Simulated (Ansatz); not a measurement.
MoIr4:

```
Ir Mo
1.0
     1.37422    0.79341   11.30610
    -1.37422    0.79341   11.30610
     0.00000   -1.58681   11.30610
Ir Mo
4 1
Direct
  0.60030 0.60030 0.60030
  0.19932 0.19932 0.19932
  0.80068 0.80068 0.80068
  0.39970 0.39970 0.39970
  0.00000 0.00000 0.00000
```

The cell comes from a database or a generator and needn't be the stable form of this composition.

```yaml
Program: Ansatz 0.2.0
Task: single point
Functional: PBE
Potentials_or_basis: Ansatz PAW
Cutoff: "420 eV (not typed: the program's choice for these potentials)"
k_mesh: 11 × 11 × 11
Occupations: fermi-dirac, width 0.05 eV
Spin: no spin polarisation
```

On this cell: pressure -1.6 GPa; largest force 0.067 eV/Å; band gap on the k mesh none (metal or under the smearing width).

The same run follows on a disturbed copy (atoms moved at random, drawn with an rms of 0.05 Å):

```xyz
5
Lattice="1.3742 0.7934 11.3061 -1.3742 0.7934 11.3061 0.0000 -1.5868 11.3061" Properties=species:S:1:pos:R:3 pbc="T T T"
Ir    0.0152    0.0020   20.3858
Ir    0.0148    0.0172    6.7427
Ir   -0.0127   -0.0051   27.1645
Ir   -0.0083   -0.0127   13.5212
Mo    0.0358    0.0036    0.0066
```

Problem. What does the disturbed cell give?

Solution. The energy (extrapolated to zero smearing) moves by +4.0 meV/atom; pressure -1.1 GPa; largest force 0.457 eV/Å; band gap on the k mesh none (metal or under the smearing width).

Forces in eV/Å, atoms in the order of the input:
```
Ir   0.010  0.006 -0.305
Ir  -0.061 -0.083  0.360
Ir   0.107  0.053 -0.306
Ir   0.094  0.051  0.444
Mo  -0.149 -0.028 -0.193
```

Stress tensor (GPa, compression positive):
```
-1.30 -0.05 -0.07
-0.05 -1.24 -0.08
-0.07 -0.08 -0.72
```
